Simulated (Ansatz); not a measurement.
# HTe: the cost of one run

All numbers are computed with Ansatz 0.2.0, driven from Python. The levels of theory stand in the script.

**1. The system**

Bond lengths: Te1–H2 1.740 Å.

No structure file is read: the coordinates are typed or built in the script.

**2. The code**

basis_hte.py

```python
"""Basis-set convergence for HTe(-)."""

import ansatz as az

GEOMETRY = """
Te    0.00000    0.00000    0.00000
H     0.00000    0.00000    1.74000
"""

hte = az.Crystal.molecule()
for line in GEOMETRY.strip().splitlines():
    symbol, *xyz = line.split()
    hte = hte.atom(symbol, [float(v) for v in xyz])

calc = hte.calculation().functional("pbe0").charge(-1)

energies = {}
for basis in ["def2-SVP", "def2-SVPD", "def2-TZVP", "def2-TZVPP"]:
    summary = calc.basis(gaussian=basis).run().report
    size = summary["n_frozen"] + summary["n_occupied"][0] + summary["n_virtual"][0]
    energies[basis] = (summary["reference_energy_ev"] / 27.211386246, summary["free_energy_ev"] / 27.211386246)
    print(f"{basis:14s} {size:4d} orbitals  reference {energies[basis][0]:14.6f} Ha  total {energies[basis][1]:14.6f} Ha")

last = energies["def2-TZVPP"][1]
for basis, (_, total) in energies.items():
    print(f"{basis:14s} lies {27.211386 * (total - last):9.4f} eV above def2-TZVPP")
```

**3. Running it**

On the command line:

```
> python basis_hte.py
```

**Question.** How long does this script take on 1 thread of Arm Neoverse V2, shared host, and how much memory does it need?

About 2.5 s, with a peak of 0.15 GiB.
